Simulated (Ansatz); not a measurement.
## Ir, space group Pmma: a convergence test of the k-point mesh, step by step

With Ansatz 0.2.0 through its Python package.

The script reads `POSCAR`:
```text
Ir
1.0
  12.23845525    0.00000000    0.00000000
   0.00000000    2.23343126    0.00000000
   0.00000000    0.00000000    7.19300080
Ir
2
Direct
   0.25000000    0.00000000    0.16398840
   0.75000000    0.00000000    0.83601160
```

Run as a notebook:

**Cell 1**
```python
import csv
import warnings

import ansatz
from ase.io import read
```

**Cell 2**
```python
CUTOFF_EV = 450
SCF_TOL = 1e-09
FILLING = "Marzari-Vanderbilt"
SMEARING_WIDTH = 0.1
FUNCTIONAL = "pbesol"
```

**Cell 3**
```python
warnings.simplefilter("ignore", ansatz.DeckWarning)

atoms = read("POSCAR", format="vasp")
structure = ansatz.Crystal.from_ase(atoms)

[site.symbol for site in structure.resolved().sites]
```
Output:
```text
['Ir', 'Ir']
```

**Cell 4**
```python
calculation = (
    structure.calculation()
    .basis(CUTOFF_EV)
    .scf(tolerance=SCF_TOL)
    .occupations(FILLING, width=SMEARING_WIDTH)
    .functional(FUNCTIONAL)
)
```

**Cell 5**
```python
rows = []
for value in [1.0, 0.6, 0.4, 0.3]:
    report = calculation.kpoints(spacing=value).run().report
    rows.append((value, report["free_energy_ev"] / len(report["lattice"]["sites"]), report["n_iterations"], report["n_kpoints"]))
```

**Cell 6**
```python
with open("kconv.csv", "w", newline="") as handle:
    writer = csv.writer(handle)
    writer.writerow(["spacing (1/A)", "F/atom (eV)", "iterations", "k-points"])
    writer.writerows([round(v, 5) if isinstance(v, float) else v for v in row] for row in rows)
```

**Cell 7**
```python
# the last row is the reference
for row in rows[:-1]:
    shift = 1000 * (row[1] - rows[-1][1])
    print(f"{row[0]}: {shift:+.2f} meV/atom" + ("  (within 1 meV)" if abs(shift) < 1 else ""))
```
Output:
```text
1.0: +640.12 meV/atom
0.6: -376.45 meV/atom
0.4: +71.50 meV/atom
```

File `kconv.csv` afterwards:
```csv
spacing (1/A),F/atom (eV),iterations,k-points
1.0,-11793.97158,15,2
0.6,-11794.98816,10,6
0.4,-11794.54021,12,20
0.3,-11794.61171,12,24
```

The cell holds layers, chains or clusters in vacuum, no bulk phase. Points of the mesh across the vacuum add cost only. Spin-orbit coupling, which matters for elements this heavy, is left out. This isn't the structure that Ir takes at ambient conditions. Shifts are counted from the finest mesh, which is itself no proven limit. Run time: 11 s on 1 thread of Arm Neoverse V2, on a shared host, peak memory 0.52 GiB.
